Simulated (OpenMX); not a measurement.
TeRu:

```xyz
2
Lattice="0.0000 3.1139 3.1139 3.1139 0.0000 3.1139 3.1139 3.1139 0.0000" Properties=species:S:1:pos:R:3 pbc="T T T"
Ru    0.0000    0.0000    0.0000
Te    1.5570    1.5570    1.5570
```

The cell comes from a database or a generator and needn't be the stable form of this composition.

Base run:

| Item | Value |
| --- | --- |
| Program | OpenMX 3.8.5 |
| Functional | PBE |
| Potentials or basis | OpenMX 2013 PBE set, Ru7.0-s3p2d2, Te7.0-s3p2d2f1, grid cutoff 500 Ry |
| k mesh | 5 × 5 × 5 |
| Occupations | fermi-dirac, width 0.05 eV |
| Spin | no spin polarisation |

Its results: pressure -7.8 GPa.

Q: The run is repeated on the same cell with these changes: functional from PBE to LDA; potentials or basis from OpenMX 2013 PBE set, Ru7.0-s3p2d2, Te7.0-s3p2d2f1, grid cutoff 500 Ry to OpenMX 2013 LDA set, Ru7.0-s3p2d2, Te7.0-s3p2d2f1, grid cutoff 500 Ry. What comes out?

A: Pressure -12.6 GPa.

Caveats: the basis of atomic orbitals isn't converged, which shifts pressures, moduli and gaps.

Not every run made on this cell is shown here.
